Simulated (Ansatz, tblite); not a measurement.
# In10N9 wurtzite ring sphere (In₁₀N₉H₂₆−): charged states by level of theory

What does removing an electron cost or gain for In10N9 wurtzite ring sphere (In₁₀N₉H₂₆−)? Each charged state is run at several levels.

Computed with Ansatz 0.2.0, Gaussian basis. Level: as each input shows.

Levels to be run: charge 0 doublet, at the geometry of the singlet (PBE0-D4/def2-SVP, PBE-D4/def2-SVP, PBE-QIDH/def2-SVP); the starting singlet's energies come from earlier runs.

### Step 1. The structure

The singlet was relaxed beforehand with r2SCAN-D4/def2-SVP.

45 atoms, charge -1, spin multiplicity 1.

Atoms are counted from 1 here; the program's logs count them from 0.

Bond lengths: In1–N2 2.277 Å, In1–N5 2.175 Å, In1–H20 1.742 Å, In1–H21 1.748 Å, N2–In7 2.209 Å, N2–H22 1.024 Å, N2–H23 1.024 Å, In3–N4 2.238 Å, In3–N5 2.190 Å, In3–H24 1.751 Å, In3–H25 1.751 Å, N4–In9 2.238 Å, N4–H26 1.025 Å, N4–H27 1.024 Å, N5–In6 2.163 Å, N5–In14 2.131 Å, In6–N8 2.229 Å, In6–N10 2.163 Å and more. Angles: N2–In1–N5 100.1°, N2–In1–H20 102.3°, N2–In1–H21 101.1°, N5–In1–H20 113.0°, N5–In1–H21 110.9°, H20–In1–H21 124.9°, In1–N2–In7 118.9°, In1–N2–H22 108.0°, In1–N2–H23 107.8°, In7–N2–H22 108.2°, In7–N2–H23 108.7°, H22–N2–H23 104.3°, N4–In3–N5 100.6°, N4–In3–H24 105.8°, N4–In3–H25 104.1°, N5–In3–H24 110.5°, N5–In3–H25 110.1°, H24–In3–H25 123.0° and more.

In takes a core potential in the def2 sets. No spin-orbit coupling is included. The ion is computed in the gas phase, without counter-ions or solvent.

### Step 2. Charge 0 doublet at the fixed geometry, PBE0-D4/def2-SVP

in.yaml

```yaml
crystal:
  periodic: [false, false, false]
  atoms:
    - {symbol: In, position_ang: [0.507484, -3.825337, -0.500911]}
    - {symbol: N, position_ang: [0.541721, -3.674722, 1.770364]}
    - {symbol: In, position_ang: [0.748501, -1.755459, -3.210768]}
    - {symbol: N, position_ang: [-1.109472, -0.641032, -3.772025]}
    - {symbol: N, position_ang: [0.597995, -1.716645, -1.026214]}
    - {symbol: In, position_ang: [-1.203253, -0.694411, -0.402614]}
    - {symbol: In, position_ang: [0.580672, -1.675431, 2.708213]}
    - {symbol: N, position_ang: [-1.088246, -0.627484, 1.822884]}
    - {symbol: In, position_ang: [-1.145559, 1.525427, -3.211405]}
    - {symbol: N, position_ang: [-1.186880, 1.376427, -1.026784]}
    - {symbol: In, position_ang: [-3.057849, 2.353468, -0.501743]}
    - {symbol: In, position_ang: [-1.160003, 1.342104, 2.707675]}
    - {symbol: N, position_ang: [-2.909915, 2.309512, 1.769544]}
    - {symbol: In, position_ang: [2.411221, -0.844461, -0.324604]}
    - {symbol: N, position_ang: [2.259954, -0.649028, 1.850796]}
    - {symbol: N, position_ang: [2.197468, 1.267639, -0.981772]}
    - {symbol: In, position_ang: [0.475696, 2.509899, -0.325493]}
    - {symbol: In, position_ang: [2.479977, 1.431273, 2.560806]}
    - {symbol: N, position_ang: [0.569128, 2.281879, 1.850005]}
    - {symbol: H, position_ang: [-1.054576, -4.535230, -0.801298]}
    - {symbol: H, position_ang: [2.038588, -4.610372, -0.810728]}
    - {symbol: H, position_ang: [-0.270092, -4.183248, 2.133060]}
    - {symbol: H, position_ang: [1.346497, -4.211021, 2.107592]}
    - {symbol: H, position_ang: [0.527164, -3.385148, -3.810274]}
    - {symbol: H, position_ang: [2.049168, -0.711971, -3.743673]}
    - {symbol: H, position_ang: [-1.934867, -1.117464, -3.393526]}
    - {symbol: H, position_ang: [-1.219969, -0.705021, -4.788507]}
    - {symbol: H, position_ang: [-2.676913, -1.544984, -0.805791]}
    - {symbol: H, position_ang: [0.548858, -1.889813, 4.437432]}
    - {symbol: H, position_ang: [-1.936825, -1.116933, 2.134940]}
    - {symbol: H, position_ang: [-2.667811, 2.148175, -3.810742]}
    - {symbol: H, position_ang: [0.408285, 2.129917, -3.744911]}
    - {symbol: H, position_ang: [-4.454121, 1.355899, -0.800925]}
    - {symbol: H, position_ang: [-2.971596, 4.071680, -0.812945]}
    - {symbol: H, position_ang: [-1.361548, 1.422212, 4.436873]}
    - {symbol: H, position_ang: [-3.756774, 1.862196, 2.132756]}
    - {symbol: H, position_ang: [-2.970562, 3.274974, 2.106003]}
    - {symbol: H, position_ang: [3.975239, -1.464269, -0.766563]}
    - {symbol: H, position_ang: [3.102351, -1.110048, 2.218267]}
    - {symbol: H, position_ang: [2.153106, 1.241736, -2.007942]}
    - {symbol: H, position_ang: [3.064056, 1.767738, -0.761089]}
    - {symbol: H, position_ang: [0.721828, 4.174031, -0.767952]}
    - {symbol: H, position_ang: [2.468504, 1.425181, 4.309988]}
    - {symbol: H, position_ang: [3.771732, 2.176140, 1.636836]}
    - {symbol: H, position_ang: [0.591585, 3.242034, 2.217164]}
basis:
  gaussian: {orbitals: def2-SVP, fitting: {mean_field: def2-universal-jkfit}}
magnetization: {spin_polarized: true, initial_magnetization: 1}
hamiltonian: {xc: pbe0, dispersion: d4}
scf: {omitted_lower_state_checks: [starts]}
output: {orbitals: {seedname: orbitals}}
```

On the command line:

```bash
ansatz run in.yaml --threads 2 --pin off --events-out ev --progress --plain --max-ram 31744MiB --backend cuda --devices 0, --max-vram 18GiB
```

Log:

```text
Functional definition: PBE0
  name "PBE0"
  cite "Adamo & Barone, J. Chem. Phys. 110, 6158 (1999) doi:10.1063/1.478522"
  cite "Perdew, Burke & Ernzerhof, Phys. Rev. Lett. 77, 3865 (1996) doi:10.1103/PhysRevLett.77.3865"
  parent pbe
  parameter a = 0.25
  parameter kappa = 0.804
  parameter beta = 0.06672455060314922
  exchange = (1 - a)*pbe_x(kappa = kappa, mu = beta*pi^2/3) + a*exact_x
  correlation = pbe_c(beta = beta)
these checks for a lower state are left out or cut short: starts
3341 factors; integrals over basis functions are off by at most 3.2e-1 eV
mean field evaluation 1: about -65495.5406 eV, gradient 1.1e2 eV
mean field evaluation 2: about -65244.3147 eV, gradient 2.3e2 eV
mean field evaluation 4: about -65543.3450 eV, gradient 3.5e1 eV
mean field evaluation 8: about -65549.5958 eV, gradient 2.7e0 eV
mean field evaluation 16: about -65549.6432 eV, gradient 3.0e-2 eV
mean field evaluation 32: about -65549.6433 eV, gradient 4.7e-4 eV
mean field -65549.64327676 eV, -2408.9049592768 hartree, gradient 1.2e-5 eV, S^2 0.765364; 0 other end points of the search recorded, 0 dependent functions left out
reference -65549.64337186 eV, -2408.9049627716 hartree; 150, 149 occupied and 366, 367 virtual orbitals, 3341 factors
Total energy: -65552.13836043 eV, -2408.9966519104 hartree
Checks for a lower state left out: starts
```

Wall time 24 s (1 × H100 (card shared with other runs) with 2 threads of AMD EPYC 7R13, shared host); peak host memory 1.3 GiB.

From the report: HOMO -7.10 eV, LUMO -6.04 eV (over both spins); ⟨S²⟩ 0.765 (pure: 0.75).

### Step 3. Charge 0 doublet at the fixed geometry, PBE-D4/def2-SVP

start.molden holds the orbitals of an earlier run on this state, given as this run's starting guess.

Changes to in.yaml since step 2:

```diff
@@ -49,5 +49,5 @@
 basis:
-  gaussian: {orbitals: def2-SVP, fitting: {mean_field: def2-universal-jkfit}}
+  gaussian: {orbitals: def2-SVP, fitting: {mean_field: def2-universal-jkfit}, initial_orbitals: start.molden}
 magnetization: {spin_polarized: true, initial_magnetization: 1}
-hamiltonian: {xc: pbe0, dispersion: d4}
+hamiltonian: {xc: pbe, dispersion: d4}
 scf: {omitted_lower_state_checks: [starts]}
```

The command is unchanged.

Log:

```text
Functional definition: PBE
  name "PBE"
  cite "Perdew, Burke & Ernzerhof, Phys. Rev. Lett. 77, 3865 (1996) doi:10.1103/PhysRevLett.77.3865"
  parent pbe
  parameter kappa = 0.804
  parameter beta = 0.06672455060314922
  exchange = pbe_x(kappa = kappa, mu = beta*pi^2/3)
  correlation = pbe_c(beta = beta)
these checks for a lower state are left out or cut short: starts
3341 factors; integrals over basis functions are off by at most 3.2e-1 eV
mean field evaluation 1: about -65547.9078 eV, gradient 9.6e0 eV
mean field evaluation 2: about -65548.5799 eV, gradient 6.9e-1 eV
mean field evaluation 4: about -65548.6065 eV, gradient 2.4e-1 eV
mean field evaluation 8: about -65548.6071 eV, gradient 1.1e-4 eV
mean field evaluation 16: about -65548.6072 eV, gradient 1.6e-3 eV
mean field -65548.60716382 eV, -2408.8668828286 hartree, gradient 1.9e-6 eV, S^2 0.753127; 0 other end points of the search recorded, 0 dependent functions left out
reference -65548.60729127 eV, -2408.8668875122 hartree; 150, 149 occupied and 366, 367 virtual orbitals, 3341 factors
Total energy: -65551.37524786 eV, -2408.9686080410 hartree
Checks for a lower state left out: starts
```

It took 19 s on 1 × H100 (card shared with other runs) with 2 threads of AMD EPYC 7R13, shared host; peak host memory 1.2 GiB.

HOMO -6.01 eV, LUMO -6.09 eV (over both spins; with the spin held, an empty level of the minority spin lies below the top filled one); ⟨S²⟩ 0.753 (pure: 0.75).

### Step 4. Charge 0 doublet at the fixed geometry, PBE-QIDH/def2-SVP

Changes to in.yaml since step 3:

```diff
@@ -51,4 +51,3 @@
 magnetization: {spin_polarized: true, initial_magnetization: 1}
-hamiltonian: {xc: pbe, dispersion: d4}
+hamiltonian: {xc: {name: PBE-QIDH}}
 scf: {omitted_lower_state_checks: [starts]}
-output: {orbitals: {seedname: orbitals}}
```

Same command.

Log (excerpt; [...] marks lines left out):

```text
Functional definition: PBE-QIDH
  name "PBE-QIDH"
  cite "Brémond, Sancho-García, Pérez-Jiménez & Adamo, J. Chem. Phys. 141, 031101 (2014) doi:10.1063/1.4890314"
  cite "Perdew, Burke & Ernzerhof, Phys. Rev. Lett. 77, 3865 (1996) doi:10.1103/PhysRevLett.77.3865"
[...]
3341 factors; integrals over basis functions are off by at most 3.2e-1 eV
[...]
mean field -65442.84408881 eV, -2404.9801615107 hartree, gradient 3.1e-6 eV, S^2 0.789097; 0 other end points of the search recorded, 0 dependent functions left out
49 core orbitals not correlated: weight in the atoms' cores, before any rotation towards them, 1.000 or more for the frozen orbitals, at most 0.000 for the correlated occupied ones
reference -65442.84412709 eV, -2404.9801629175 hartree; 101, 100 occupied and 366, 367 virtual orbitals, 3341 factors
second order -81.75011933 eV of doubles, -0.00000000 eV of singles
Total energy: -65470.09416686 eV, -2405.9815834085 hartree
Checks for a lower state left out: starts
```

Run time: 30 s. Hardware: 1 × H100 (card shared with other runs) with 2 threads of AMD EPYC 7R13, shared host; peak host memory 3.6 GiB.

Report: ⟨S²⟩ 0.789 (pure: 0.75).

### Step 5. Vertical ionisation energy

Charged state less starting state, singlet to doublet; the starting state's energies are those of its earlier runs.

| level | vertical ionisation energy (eV) | time |
| --- | --- | --- |
| PBE-D4/def2-SVP | +4.58 | 25 s |
| PBE0-D4/def2-SVP | +5.09 | 30 s |
| PBE-QIDH/def2-SVP | +5.60 | 46 s |

Times add the two runs; a level without a time comes out of a correlated run.

Beside −ε(HOMO) of the starting state:

| level | −ε(HOMO) (eV) | by difference (eV) | mismatch (eV) |
| --- | --- | --- | --- |
| PBE-D4/def2-SVP | 2.86 | 4.58 | -1.71 |
| PBE0-D4/def2-SVP | 4.00 | 5.09 | -1.09 |

### Step 6. Results

```
                                           quantity                                value
vertical ionisation energy, functionals in def2-SVP  4.58 (PBE-D4) to 5.60 eV (PBE-QIDH)
```

**Reading.** The vertical ionisation energy spans 4.58 to 5.60 eV over the functionals. −ε(HOMO) misses the level's own difference by -1.09 eV at best (PBE0-D4) and -1.71 eV at worst (PBE-D4).
